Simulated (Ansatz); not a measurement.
**triplet Si2NH6F: levels of theory compared**

Aim: a comparison of 6 runs (U-r2SCAN/cc-pVDZ, U-r2SCAN0/cc-pVDZ, UCAM-B3LYP/cc-pVDZ, UPBE0/cc-pVDZ, RPA@PBE/cc-pVDZ, UCCSD(T)/cc-pVDZ) of triplet Si2NH6F. 

The calculation is run with Ansatz 0.2.0.

69 further runs of the same task are left out: 69 set aside as unsound or not needed.

## 1. The system as given

Si2NH6F has 10 atoms, charge 0, and is taken as a triplet. SMILES of the parent species: `F[SiH2]N[SiH3]`. The shape is that of a PBE0-D4/def2-TZVP optimisation. This is one conformer, not always the lowest. That shape belongs to the parent species and isn't relaxed for this state.

Bond lengths: F1–Si2 1.602 Å, Si2–N3 1.706 Å, N3–Si4 1.733 Å, Si2–H5 1.480 Å, Si2–H6 1.478 Å, N3–H7 1.011 Å, Si4–H8 1.487 Å, Si4–H9 1.487 Å, Si4–H10 1.483 Å. Some angles: F1–Si2–N3 112.6°, Si2–N3–Si4 128.2°, F1–Si2–H5 106.0°, F1–Si2–H6 106.5°, N3–Si2–H5 109.3°, N3–Si2–H6 108.9°, Si2–N3–H7 115.6°, Si4–N3–H7 115.9°, N3–Si4–H8 110.9°, N3–Si4–H9 112.0°.

## 2. A single-point energy at U-r2SCAN/cc-pVDZ (run 1)

The input, run.yaml:

```yaml
crystal:
  periodic: [false, false, false]
  atoms:
    - symbol: F
      position_ang: [-1.561500, 0.994300, -1.776700]
    - symbol: Si
      position_ang: [-0.375000, 1.301800, -0.745900]
    - symbol: "N"
      position_ang: [0.514800, -0.094800, -0.335900]
    - symbol: Si
      position_ang: [0.194800, -1.236100, 0.928700]
    - symbol: H
      position_ang: [0.517200, 2.267200, -1.426700]
    - symbol: H
      position_ang: [-1.010100, 1.839400, 0.475900]
    - symbol: H
      position_ang: [1.264300, -0.336200, -0.970000]
    - symbol: H
      position_ang: [1.391500, -1.422100, 1.791600]
    - symbol: H
      position_ang: [-0.186300, -2.569800, 0.392000]
    - symbol: H
      position_ang: [-0.924400, -0.683300, 1.730300]
basis:
  gaussian:
    orbitals: cc-pVDZ
magnetization:
  spin_polarized: true
  initial_magnetization: 2
accuracy: high
hamiltonian:
  xc: {name: r2SCAN}
output: {orbitals: {seedname: orbitals}}
```

Launch:

```
$ ansatz run run.yaml --threads 1 --pin off --max-ram 3480MiB --events-out events.jsonl --progress --plain --runs-dir runs
```

The program printed:

```text
Warning: RAYON_NUM_THREADS=1 ignored (pool sized by the plan → 1); use --threads N
Functional definition: r2SCAN
  name "r2SCAN"
  parameter k0 = 0.174
  parameter k1 = 0.065
  parameter a1 = 4.9479
  exchange = r2scan_x(k0 = k0, k1 = k1, a1 = a1)
  correlation = r2scan_c
2240 factors; integrals over basis functions are off by at most 3.7e-9 eV
mean field evaluation 1: about -20045.6324 eV, gradient 4.0e1 eV
mean field evaluation 2: about -20023.6553 eV, gradient 7.4e1 eV
mean field evaluation 4: about -20050.8756 eV, gradient 1.5e1 eV
mean field evaluation 8: about -20052.4468 eV, gradient 3.1e-1 eV
mean field evaluation 16: about -20052.4345 eV, gradient 2.6e-3 eV
mean field evaluation 32: about -20050.5046 eV, gradient 8.4e0 eV
mean field -20052.43450604 eV, -736.9133760685 hartree, gradient 9.6e-8 eV, S^2 2.008625; 3 other end points of the search recorded, 0 dependent functions left out
reference -20052.43450863 eV, -736.9133761639 hartree; 26, 24 occupied and 68, 70 virtual orbitals, 2240 factors
Total energy: -20052.43450863 eV, -736.9133761639 hartree
```

It took 25 s on 1 thread of Intel Xeon Platinum 8488C (Sapphire Rapids), shared host; peak memory 0.52 GiB.

## 3. The energy at U-r2SCAN0/cc-pVDZ (run 2)

The input, input.yaml:

```yaml
basis:
  gaussian:
    orbitals: cc-pVDZ
crystal:
  periodic: [false, false, false]
  atoms:
    - symbol: F
      position_ang: [-1.561500, 0.994300, -1.776700]
    - symbol: Si
      position_ang: [-0.375000, 1.301800, -0.745900]
    - symbol: "N"
      position_ang: [0.514800, -0.094800, -0.335900]
    - symbol: Si
      position_ang: [0.194800, -1.236100, 0.928700]
    - symbol: H
      position_ang: [0.517200, 2.267200, -1.426700]
    - symbol: H
      position_ang: [-1.010100, 1.839400, 0.475900]
    - symbol: H
      position_ang: [1.264300, -0.336200, -0.970000]
    - symbol: H
      position_ang: [1.391500, -1.422100, 1.791600]
    - symbol: H
      position_ang: [-0.186300, -2.569800, 0.392000]
    - symbol: H
      position_ang: [-0.924400, -0.683300, 1.730300]
magnetization:
  spin_polarized: true
  initial_magnetization: 2
hamiltonian:
  xc: {name: r2SCAN0}
accuracy: high
output: {orbitals: {seedname: orbitals}}
```

Launch:

```
$ ansatz run input.yaml --threads 1 --pin off --max-ram 3480MiB --events-out events.jsonl --progress --plain --runs-dir runs
```

The program printed:

```text
Warning: RAYON_NUM_THREADS=1 ignored (pool sized by the plan → 1); use --threads N
Functional definition: r2SCAN0
  name "r2SCAN0"
  parameter a = 0.25
[... 3 set-up lines as earlier in the session ...]
  exchange = (1 - a)*r2scan_x(k0 = k0, k1 = k1, a1 = a1) + a*exact_x
[... 1 set-up line as earlier in the session ...]
2240 factors; integrals over basis functions are off by at most 3.7e-9 eV
mean field evaluation 1: about -20046.5507 eV, gradient 3.4e1 eV
mean field evaluation 2: about -20039.5091 eV, gradient 5.1e1 eV
mean field evaluation 4: about -20051.1952 eV, gradient 5.9e0 eV
mean field evaluation 8: about -20051.5941 eV, gradient 1.0e0 eV
mean field evaluation 16: about -20051.6196 eV, gradient 1.3e-2 eV
mean field evaluation 32: about -20051.6196 eV, gradient 3.8e-6 eV
mean field -20051.61959117 eV, -736.8834284995 hartree, gradient 9.1e-8 eV, S^2 2.010045; 2 other end points of the search recorded, 0 dependent functions left out
reference -20051.61959314 eV, -736.8834285720 hartree; 26, 24 occupied and 68, 70 virtual orbitals, 2240 factors
Total energy: -20051.61959314 eV, -736.8834285720 hartree
```

Wall time 36 s (1 thread of Intel Xeon Platinum 8488C (Sapphire Rapids), shared host); peak memory 0.68 GiB.

## 4. The energy at UCAM-B3LYP/cc-pVDZ (run 3)

The input, input.yaml:

```yaml
crystal:
  periodic: [false, false, false]
  atoms:
    - {symbol: F, position_ang: [-1.561500, 0.994300, -1.776700]}
    - {symbol: Si, position_ang: [-0.375000, 1.301800, -0.745900]}
    - {symbol: N, position_ang: [0.514800, -0.094800, -0.335900]}
    - {symbol: Si, position_ang: [0.194800, -1.236100, 0.928700]}
    - {symbol: H, position_ang: [0.517200, 2.267200, -1.426700]}
    - {symbol: H, position_ang: [-1.010100, 1.839400, 0.475900]}
    - {symbol: H, position_ang: [1.264300, -0.336200, -0.970000]}
    - {symbol: H, position_ang: [1.391500, -1.422100, 1.791600]}
    - {symbol: H, position_ang: [-0.186300, -2.569800, 0.392000]}
    - {symbol: H, position_ang: [-0.924400, -0.683300, 1.730300]}
basis:
  gaussian:
    orbitals: cc-pVDZ
output:
  orbitals: {seedname: orbitals}
accuracy: high
magnetization:
  spin_polarized: true
  initial_magnetization: 2
hamiltonian:
  xc: {name: CAM-B3LYP}
```

Launch:

```
$ ansatz run input.yaml --threads 1 --pin off --max-ram 3480MiB --events-out events.jsonl --progress --plain --runs-dir runs
```

The program printed, cut to the lines that bear on the results:

```text
Warning: RAYON_NUM_THREADS=1 ignored (pool sized by the plan → 1); use --threads N
Functional definition: CAM-B3LYP
  name "CAM-B3LYP"
[...]
2240 factors; integrals over basis functions are off by at most 3.7e-9 eV
462 factors; integrals over basis functions are off by at most 2.1e-9 eV
[...]
mean field -20054.37482660 eV, -736.9846815339 hartree, gradient 8.4e-8 eV, S^2 2.006421; 2 other end points of the search recorded, 0 dependent functions left out
reference -20054.37484866 eV, -736.9846823446 hartree; 26, 24 occupied and 68, 70 virtual orbitals, 2240 factors
Total energy: -20054.37484866 eV, -736.9846823446 hartree
```

It took 23 s on 1 thread of Intel Xeon Platinum 8488C (Sapphire Rapids), shared host; peak memory 0.59 GiB.

Runs 4 to 5 aren't shown in full; the table further down has their settings and results.

## 5. The energy at UCCSD(T)/cc-pVDZ (run 6)

The input, job.yaml:

```yaml
crystal:
  periodic: [false, false, false]
  atoms:
    - {symbol: F, position_ang: [-1.561500, 0.994300, -1.776700]}
    - {symbol: Si, position_ang: [-0.375000, 1.301800, -0.745900]}
    - {symbol: N, position_ang: [0.514800, -0.094800, -0.335900]}
    - {symbol: Si, position_ang: [0.194800, -1.236100, 0.928700]}
    - {symbol: H, position_ang: [0.517200, 2.267200, -1.426700]}
    - {symbol: H, position_ang: [-1.010100, 1.839400, 0.475900]}
    - {symbol: H, position_ang: [1.264300, -0.336200, -0.970000]}
    - {symbol: H, position_ang: [1.391500, -1.422100, 1.791600]}
    - {symbol: H, position_ang: [-0.186300, -2.569800, 0.392000]}
    - {symbol: H, position_ang: [-0.924400, -0.683300, 1.730300]}
basis:
  gaussian:
    orbitals: cc-pVDZ
magnetization:
  spin_polarized: true
  initial_magnetization: 2
scf:
  omitted_lower_state_checks: [cluster_reference, increment]
accuracy: high
correlation:
  method: ccsd_t
  frozen_orbitals: {F: 1, H: 0, "N": 1, Si: 5}
```

Launch:

```
$ ansatz run job.yaml --threads 1 --pin off --max-ram 3480MiB --events-out events.jsonl --progress --plain --runs-dir runs
```

The program printed:

```text
Warning: RAYON_NUM_THREADS=1 ignored (pool sized by the plan → 1); use --threads N
[... 13 lines left out ...]
12 core orbitals not correlated: weight in the atoms' cores, before any rotation towards them, 1.000 or more for the frozen orbitals, at most 0.000 for the correlated occupied ones
[... 35 lines left out ...]
Total energy: -20019.77244997 eV, -735.7130676473 hartree
Checks for a lower state left out: cluster_reference, increment
```

It took 79 s on 1 thread of Intel Xeon Platinum 8488C (Sapphire Rapids), shared host; peak memory 1.2 GiB.

## 6. Overview of the runs

```csv
run,level,frozen core orbitals,energy (Eh),HOMO energy (eV),⟨S²⟩,wall time
1,U-r2SCAN/cc-pVDZ,–,-736.913376,-1.39,2.009,25 s
2,U-r2SCAN0/cc-pVDZ,–,-736.883429,-2.02,2.010,36 s
3,UCAM-B3LYP/cc-pVDZ,–,-736.984682,-2.63,2.006,23 s
4,UPBE0/cc-pVDZ,–,-736.627378,-1.88,2.007,19 s
5,RPA@PBE/cc-pVDZ,12,-735.989782,–,2.004,25 s
6,UCCSD(T)/cc-pVDZ,12,-735.713068,–,2.010,79 s
```

## 7. What came out

```
                                           quantity          value
                                run 6: total energy  -735.71307 Eh
run 6: correlation energy (12 core orbitals frozen)     -608.2 mEh
                              run 6: (T) correction     -14.60 mEh
           run 6: ⟨S²⟩ of the reference determinant          2.010
                               run 6: T1 diagnostic          0.030
```

In words: Totals of different functionals can't be ranked against each other. All runs together took 3.4 min, the longest 79 s.
